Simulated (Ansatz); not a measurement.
# CrClO: the cost of one run

Program: Ansatz 0.2.0. Level of theory: DFT LDA, scalar-relativistic, plane waves, PAW. These are calculated values, not measurements.

1 further run of the same task is left out (set aside as unsound or not needed).

**1. The starting structure**

It takes space group Pmmn (No. 59, orthorhombic). The conventional cell has a = 3.190 Å, b = 3.858 Å, c = 7.790 Å, α = 90.00°, β = 90.00°, γ = 90.00°. Cr (site symmetry mm2) has 4 O at 1.98 to 2.03 Å and 2 Cl at 2.32 Å as nearest neighbours. Cl (site symmetry mm2) is surrounded by 2 Cr at 2.32 Å. O (site symmetry mm2) has 4 Cr at 1.98 to 2.03 Å as nearest neighbours.

As a file:

```
CELL_PARAMETERS angstrom
3.18967 0.00000 0.00000
0.00000 3.85785 0.00000
0.00000 0.00000 7.78989
ATOMIC_POSITIONS crystal
Cr 0.00000 0.00000 0.10916
Cr 0.50000 0.50000 0.89084
Cl 0.00000 0.50000 0.67401
Cl 0.50000 0.00000 0.32599
O 0.50000 0.00000 0.94694
O 0.00000 0.50000 0.05306
```

It goes back to an entry of the Materials Project.

This cell was relaxed beforehand with the same method: volume 15.98 Å³/atom, gap on the mesh 0.71 eV, site moments up to 2.4 μB.

**2. Relaxing with LDA**

File input.yaml:

```yaml
crystal:
  lattice:
    - [3.1896689415, 0.0, 0.0]
    - [0.0, 3.8578529359, 0.0]
    - [0.0, 0.0, 7.789892532]
  atoms:
    - { symbol: Cr, position: [0.0, 0.0, 0.1091631013], spin: 2.64 }
    - { symbol: Cr, position: [0.5, 0.5, 0.8908368987], spin: 2.64 }
    - { symbol: Cl, position: [0.0, 0.5, 0.6740119369] }
    - { symbol: Cl, position: [0.5, 0.0, 0.3259880631] }
    - { symbol: O, position: [0.5, 0.0, 0.9469353264] }
    - { symbol: O, position: [0.0, 0.5, 0.0530646736] }
basis:
  ecutwfc: 420
kpoints:
  mp_grid: { grid: [8, 8, 4] }
hamiltonian:
  xc: lda
scf:
  occupations: { method: gaussian, width: 0.02 }
output:
  forces: true
  stress: true
  eigenvalues: true
  populations: true
magnetization:
  spin_polarized: true
relax:
  adjacent_minimum: "off"
  f_tol: 0.005
  max_steps: 50
  cell: { stress_tol: 0.05 }
```

Launch:

```bash
$ ansatz run input.yaml --threads 2 --pin off --max-ram 5120MiB --backend cpu --events-out ev --progress --plain --runs-dir out
```

What time and memory should one allow on 2 threads of Arm Neoverse N1, shared host?

About 4.4 min, with a peak of 0.64 GiB.
